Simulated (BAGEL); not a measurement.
# C2H3F2Si (SMILES [H]/[C]=C\[SiH](F)F) at UHF/cc-pVDZ (density fitting with qzvpp-jkfit)

What is the energy change on altering one bond length of C2H3F2Si at UHF/cc-pVDZ (density fitting with qzvpp-jkfit)? 

The results are computed with BAGEL 1.2.2.

### 1 Starting point

C2H3F2Si: 8 atoms, total charge 0, spin state doublet. SMILES: `[H]/[C]=C\[SiH](F)F`. The shape is that of a PBE0-D4/def2-TZVP optimisation. This is one conformer, not always the lowest.

Bond lengths: C1–C2 1.305 Å, C2–Si3 1.846 Å, Si3–F4 1.588 Å, Si3–F5 1.588 Å, C1–H6 1.082 Å, C2–H7 1.091 Å, Si3–H8 1.473 Å. Angles: C1–C2–Si3 118.6°, C2–Si3–F4 110.3°, C2–Si3–F5 110.3°, F4–Si3–F5 106.1°, C1–C2–H7 120.9°, Si3–C2–H7 120.5°, C2–C1–H6 137.0°, C2–Si3–H8 112.0°, F4–Si3–H8 109.0°, F5–Si3–H8 108.9°.

### 2 A single-point energy at UHF/cc-pVDZ (density fitting with qzvpp-jkfit)

input.json reads:

```json
{ "bagel" : [

{
  "title" : "molecule",
  "basis" : "cc-pvdz.json",
  "df_basis" : "qzvpp-jkfit",
  "angstrom" : "true",
  "geometry" : [
    { "atom" : "C", "xyz" : [    0.855200,    0.475100,    1.494400 ] },
    { "atom" : "C", "xyz" : [    0.948700,    0.119800,    0.241900 ] },
    { "atom" : "Si", "xyz" : [   -0.602400,   -0.240700,   -0.691900 ] },
    { "atom" : "F", "xyz" : [   -0.572000,   -1.723000,   -1.260300 ] },
    { "atom" : "F", "xyz" : [   -0.719900,    0.713400,   -1.955600 ] },
    { "atom" : "H", "xyz" : [    0.063700,    0.635800,    2.215100 ] },
    { "atom" : "H", "xyz" : [    1.921500,    0.036900,   -0.245900 ] },
    { "atom" : "H", "xyz" : [   -1.802600,   -0.074200,    0.146400 ] }
  ]
},
{
  "title" : "uhf",
  "charge" : 0,
  "nopen" : 1
},
{
  "title" : "print",
  "file" : "orbitals.molden",
  "orbitals" : "true"
}

]}
```

The basis set cc-pVDZ is read from a file made from the Basis Set Exchange's data (not shown).

Started as:

```bash
$ BAGEL_NUM_THREADS=1 BAGEL input.json > input.out
```

The program printed:

```text
* using 1 threads per process

  ===============================================================
  ===============================================================

  *** Geometry ***

  { "atom" : "C", "xyz" : [      1.616094,      0.897809,      2.824007 ] },
  { "atom" : "C", "xyz" : [      1.792783,      0.226389,      0.457125 ] },
  { "atom" : "Si", "xyz" : [     -1.138371,     -0.454857,     -1.307502 ] },
  { "atom" : "F", "xyz" : [     -1.080923,     -3.255998,     -2.381622 ] },
  { "atom" : "F", "xyz" : [     -1.360414,      1.348131,     -3.695548 ] },
  { "atom" : "H", "xyz" : [      0.120376,      1.201488,      4.185932 ] },
  { "atom" : "H", "xyz" : [      3.631109,      0.069731,     -0.464684 ] },
  { "atom" : "H", "xyz" : [     -3.406420,     -0.140218,      0.276656 ] },

  Number of auxiliary basis functions:      486

  Since a DF basis is specified, we compute 2- and 3-index integrals:
    o Being stored without compression. Storage requirement is 0.031 GB

  Number of basis functions:       89
  Number of electrons      :       47

    * METHOD: MOLECULE                             0.24

  *** Open-shell HF ***

  === Nuclear Repulsion ===
   221.9496659392

      * DIIS with orbital gradients will be used.

  === UHF iteration (cc-pvdz.json) ===
      0       -565.07419836          0.02950321           0.14
      1       -565.25759888          0.01811325           0.14
      2       -565.31230067          0.01031182           0.13
      3       -565.34087074          0.00153981           0.13
      4       -565.34276251          0.00057114           0.13
      5       -565.34337029          0.00025356           0.14
      6       -565.34392494          0.00011160           0.14
      7       -565.34429807          0.00006869           0.13
      8       -565.34463921          0.00005977           0.13
      9       -565.34517994          0.00005529           0.13
     10       -565.34528614          0.00005194           0.13
     11       -565.34571584          0.00004797           0.14
     12       -565.34592016          0.00003006           0.13
     13       -565.34592233          0.00002537           0.13
     14       -565.34592282          0.00000621           0.14
     15       -565.34592267          0.00000216           0.14
     16       -565.34592286          0.00000082           0.13
     17       -565.34592291          0.00000027           0.13
     18       -565.34592291          0.00000021           0.13
     19       -565.34592291          0.00000015           0.13
     20       -565.34592291          0.00000008           0.13
     21       -565.34592291          0.00000005           0.13
     22       -565.34592291          0.00000004           0.13
     23       -565.34592291          0.00000001           0.14
    * SCF iteration converged.

    * S^2 (UHF) is 0.9189

    * Permanent dipole moment:
           (   -0.075350,    -0.247647,    -0.850070) a.u.

    * METHOD: UHF                                  3.40

    * METHOD: PRINT                                0.01

  ===============================================================
```

Wall time 3.9 s (1 thread of Intel Xeon Platinum 8488C (Sapphire Rapids), shared host); peak memory 0.12 GiB.

### 3 The distorted shape at the same level

input.json reads:

```json
{ "bagel": [

{
  "title": "molecule",
  "basis": "cc-pvdz.json",
  "df_basis": "qzvpp-jkfit",
  "angstrom": true,
  "geometry": [
    { "atom": "C", "xyz": [       0.839999,       1.216296,       1.778618 ] },
    { "atom": "C", "xyz": [       0.933499,       0.860996,       0.526118 ] },
    { "atom": "Si", "xyz": [      -0.617601,       0.500496,      -0.407682 ] },
    { "atom": "F", "xyz": [      -0.572000,      -1.723000,      -1.260300 ] },
    { "atom": "F", "xyz": [      -0.735101,       1.454596,      -1.671382 ] },
    { "atom": "H", "xyz": [       0.048499,       1.376996,       2.499318 ] },
    { "atom": "H", "xyz": [       1.906299,       0.778096,       0.038318 ] },
    { "atom": "H", "xyz": [      -1.817801,       0.666996,       0.430618 ] }
  ]
},

{ "title": "uhf", "nopen": 1 },

{ "title": "print", "file": "orbitals.molden", "orbitals": true }

]}
```

The basis set cc-pVDZ is read from a file made from the Basis Set Exchange's data (not shown).

Started as:

```bash
$ BAGEL_NUM_THREADS=1 BAGEL input.json > input.out
```

The program printed:

```text
* using 1 threads per process

  ===============================================================
  ===============================================================

  *** Geometry ***

  { "atom" : "C", "xyz" : [      1.587368,      2.298466,      3.361101 ] },
  { "atom" : "C", "xyz" : [      1.764057,      1.627047,      0.994219 ] },
  { "atom" : "Si", "xyz" : [     -1.167097,      0.945800,     -0.770407 ] },
  { "atom" : "F", "xyz" : [     -1.080923,     -3.255998,     -2.381622 ] },
  { "atom" : "F", "xyz" : [     -1.389140,      2.748788,     -3.158454 ] },
  { "atom" : "H", "xyz" : [      0.091650,      2.602145,      4.723027 ] },
  { "atom" : "H", "xyz" : [      3.602383,      1.470388,      0.072411 ] },
  { "atom" : "H", "xyz" : [     -3.435146,      1.260440,      0.813750 ] },

  Number of auxiliary basis functions:      486

  Since a DF basis is specified, we compute 2- and 3-index integrals:
    o Being stored without compression. Storage requirement is 0.031 GB

  Number of basis functions:       89
  Number of electrons      :       47

    * METHOD: MOLECULE                             0.24

  *** Open-shell HF ***

  === Nuclear Repulsion ===
   200.6194232072

      * DIIS with orbital gradients will be used.

  === UHF iteration (cc-pvdz.json) ===
      0       -564.83871231          0.03179501           0.14
      1       -565.01571383          0.02640505           0.14
      2       -565.11427036          0.01741489           0.13
      3       -565.20832913          0.00207359           0.13
      4       -565.21170695          0.00104796           0.13
      5       -565.21266143          0.00042229           0.13
      6       -565.21336455          0.00014479           0.13
      7       -565.21385625          0.00009112           0.13
      8       -565.21421529          0.00007062           0.13
      9       -565.21469839          0.00006440           0.13
     10       -565.21497351          0.00006006           0.13
     11       -565.21509392          0.00005515           0.13
     12       -565.21543658          0.00004652           0.13
     13       -565.21564666          0.00003436           0.13
     14       -565.21560500          0.00002431           0.13
     15       -565.21565399          0.00002289           0.13
     16       -565.21565933          0.00000909           0.13
     17       -565.21566228          0.00000613           0.13
     18       -565.21566509          0.00000501           0.13
     19       -565.21566709          0.00000491           0.13
     20       -565.21566883          0.00000498           0.13
     21       -565.21566807          0.00000501           0.13
     22       -565.21566820          0.00000502           0.13
     23       -565.21566974          0.00000494           0.13
     24       -565.21567460          0.00000488           0.14
     25       -565.21568129          0.00000507           0.13
     26       -565.21566988          0.00000516           0.13
     27       -565.21568510          0.00000570           0.13
     28       -565.21568487          0.00000531           0.13
     29       -565.21569012          0.00000592           0.13
     30       -565.21568940          0.00000539           0.13
     31       -565.21568889          0.00000510           0.13
     32       -565.21568523          0.00000465           0.13
     33       -565.21568073          0.00000456           0.13
     34       -565.21568294          0.00000476           0.13
     35       -565.21567771          0.00000529           0.13
     36       -565.21568806          0.00000481           0.13
     37       -565.21571017          0.00001363           0.14
     38       -565.21570874          0.00001412           0.13
     39       -565.21570726          0.00001460           0.13
     40       -565.21571593          0.00001402           0.13
     41       -565.21571763          0.00000777           0.14
     42       -565.21572231          0.00000370           0.13
     43       -565.21573060          0.00001449           0.13
     44       -565.21573038          0.00000492           0.13
     45       -565.21573120          0.00000695           0.13
     46       -565.21573136          0.00000178           0.13
     47       -565.21573134          0.00000052           0.13
     48       -565.21573138          0.00000040           0.14
     49       -565.21573142          0.00000034           0.13
     50       -565.21573146          0.00000023           0.13
     51       -565.21573149          0.00000011           0.13
     52       -565.21573149          0.00000005           0.13
     53       -565.21573149          0.00000004           0.13
     54       -565.21573149          0.00000002           0.13
     55       -565.21573149          0.00000001           0.13
     56       -565.21573149          0.00000001           0.13
    * SCF iteration converged.

    * S^2 (UHF) is 0.9537

    * Permanent dipole moment:
           (   -0.151754,    -1.640210,    -1.563936) a.u.

    * METHOD: UHF                                  7.77

    * METHOD: PRINT                                0.01

  ===============================================================
```

Wall time 8.4 s (1 thread of Intel Xeon Platinum 8488C (Sapphire Rapids), shared host); peak memory 0.12 GiB.

### 4 Summary of results

At UHF/cc-pVDZ (density fitting with qzvpp-jkfit):

| quantity | value |
| --- | --- |
| first shape: total energy | -565.34592 Eh |
| first shape: dipole moment | 2.26 D |
| first shape: ⟨S²⟩ | 0.919 |
| distorted shape: total energy | -565.21573 Eh |
| distorted shape: dipole moment | 5.77 D |
| distorted shape: ⟨S²⟩ | 0.954 |
| energy change with the Si3–F4 bond stretched from 1.588 to 2.382 Å | 3.543 eV |

What this shows: With the Si3–F4 bond stretched from 1.588 to 2.382 Å the energy rises by 3.54 eV (342 kJ/mol). The first shape isn't relaxed at this level, so the change isn't measured from a minimum. ⟨S²⟩ (first shape) is 0.92 where a pure doublet has 0.75: the reference is spin-contaminated. ⟨S²⟩ (distorted shape) is 0.95 where a pure doublet has 0.75: the reference is spin-contaminated.
